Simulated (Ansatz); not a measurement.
# Ta2O5: the cost of one run

Program: Ansatz 0.2.0. Level of theory: DFT r2SCAN, scalar-relativistic, plane waves, PAW. These are calculated values, not measurements.

1 further run of the same task is left out (set aside as unsound or not needed). Runs told in other sessions of the task aren't counted.

## 1. The structure to begin with

It takes space group I4/mmm (No. 139, tetragonal). The conventional cell has a = 5.247 Å, b = 5.247 Å, c = 9.551 Å, α = 90.00°, β = 90.00°, γ = 90.00°. Around Ta (site symmetry 4mm) lie 5 O at 1.88 to 1.92 Å. O (site symmetry 4/mmm) is surrounded by 2 Ta at 1.88 Å. O (site symmetry 2/m) is surrounded by 2 Ta at 1.92 Å.

Structure file:

```
CELL_PARAMETERS angstrom
-2.62356 2.62356 4.77571
2.62356 -2.62356 4.77571
2.62356 2.62356 -4.77571
ATOMIC_POSITIONS crystal
Ta 0.19725 0.19725 0.00000
Ta 0.80275 0.80275 0.00000
O 0.00000 0.00000 0.00000
O 0.50000 0.00000 0.00000
O 0.00000 0.50000 0.00000
O 0.00000 0.00000 0.50000
O 0.50000 0.50000 0.50000
```

It goes back to an entry of the Materials Project, which need not be the stable form.

It is the result of an earlier relaxation at this level (volume 18.78 Å³/atom; gap on the mesh: 2.15 eV).

## 2. Zero of energy

Reference values: F = -22738.9440 eV; pressure 0.00 GPa; largest force 0.005 eV/Å; gap on the mesh 2.15 eV. It was computed beforehand with the settings of the runs below.

## 3. Next: random displacements

All atoms are moved at random with no net shift, in some cells together with a random strain.

## 4. At rms move = 0.278 Å

Contents of input.yaml:

```yaml
crystal:
  lattice:
    - [-2.6598002197, 2.6433633676, 4.6826128423]
    - [2.5855419658, -2.6918986596, 4.6684818294]
    - [2.6879569524, 2.7200553923, -4.7092759008]
  atoms:
    - { symbol: Ta, position: [0.1591978807, 0.143978824, -0.0107835343] }
    - { symbol: Ta, position: [0.8459202551, 0.8571312401, 0.0165571886] }
    - { symbol: O, position: [0.0113981044, 0.0036376626, -0.0046666837] }
    - { symbol: O, position: [0.4766318755, -0.0562574808, -0.0462067276] }
    - { symbol: O, position: [0.005526371, 0.5335474096, 0.0018198638] }
    - { symbol: O, position: [0.0466387972, 0.0254798567, 0.5618840476] }
    - { symbol: O, position: [0.4546867162, 0.4924824877, 0.4813958455] }
basis:
  ecutwfc: 500
kpoints:
  mp_grid: { grid: [8, 8, 8] }
hamiltonian:
  xc: r2scan
scf:
  occupations: { method: gaussian, width: 0.05 }
output:
  forces: true
  stress: true
  eigenvalues: true
```

Started as:

```
ansatz run input.yaml --threads 2 --pin off --max-ram 5120MiB --backend cpu --events-out ev --progress --plain --runs-dir out
```

What time and memory should one allow on 2 threads of Intel Xeon 6975P-C (Granite Rapids), shared host?

About 63 s, with a peak of 1.5 GiB.
